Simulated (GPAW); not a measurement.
Crystal: HfB.

```
Hf B
1.0
     0.00000    2.31000    2.31000
     2.31000    0.00000    2.31000
     2.31000    2.31000    0.00000
Hf B
1 1
Direct
  0.50000 0.50000 0.50000
  0.00000 0.00000 0.00000
```

Base run:

- Program: GPAW 26.7.0
- Functional: r2SCAN
- Potentials or basis: GPAW PAW data sets (gpaw-data 1.2.1)
- Cutoff: 800 eV
- Basis: pw
- k mesh: 10 × 10 × 10
- Occupations: fermi-dirac, width 0.05 eV
- Spin: no spin polarisation
- Hubbard terms: Hf d U = 4 eV

Its results: band gap on the k mesh none (metal or under the smearing width); pressure 46.8 GPa.

Question: After a change of settings the same cell gave: band gap on the k mesh none (metal or under the smearing width); pressure 54.7 GPa. Which change was it?
A. hubbard terms from Hf d U = 4 eV to none
B. hubbard terms from Hf d U = 4 eV to Hf d U = 6 eV
C. hubbard terms from Hf d U = 4 eV to Hf d U = 3 eV

Answer: B.

Caveats: a pressure of tens of GPa on the cell as given is suspect, and the run, the potentials or the cell itself is likely at fault; the PAW data sets were made with another functional, which shifts forces and pressure a little; U without spin polarisation on a metal has little footing; the U is typed as a test and isn't derived for this compound.
